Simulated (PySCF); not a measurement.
# C2H9BOSn: the cost of one run

Computed with PySCF 2.14.0 and routines of our own; the level stands in each step. Atoms count from 0.

## 1. The starting structure

14 atoms, charge 0, multiplicity 1; geometry from: GFN2-xTB.

## 2. Optimising the geometry at PBE0-D3(BJ)/def2-SVP

The job: settings as JSON, then the geometry in Å.

```
{"job": {"xc": "PBE0", "basis": "def2-SVP", "d3": "d3bj", "grid": 1, "maxiter": 30, "shake": 0.01, "kind": "geom"}, "charge": 0, "multiplicity": 1}
C     -1.785990     0.785610    -0.303890
C     -1.257440    -0.370550     0.474910
O     -0.606240    -1.265240    -0.393840
B      0.714090    -1.280490    -0.682600
Sn     2.212030     0.093950     0.170200
H     -0.997460     1.371200    -0.773880
H     -2.339920     1.472420     0.358740
H     -2.462470     0.465290    -1.092930
H     -0.566970    -0.001460     1.272160
H     -2.064080    -0.929110     0.963770
H      1.002000    -2.101420    -1.439800
H      2.028020     1.733670    -0.137020
H      2.344620     0.157740     1.837780
H      3.772640    -0.146700    -0.286240
```

Launch:

```bash
$ OMP_NUM_THREADS=1 python heavy_run.py task.json out
```

The driver reads the jobs from task.json and runs them one after another.

Q: Estimate the wall time and peak memory of this first job on 1 thread of Arm Neoverse V2, shared host.

About 40 s, with a peak of 0.5 GiB.
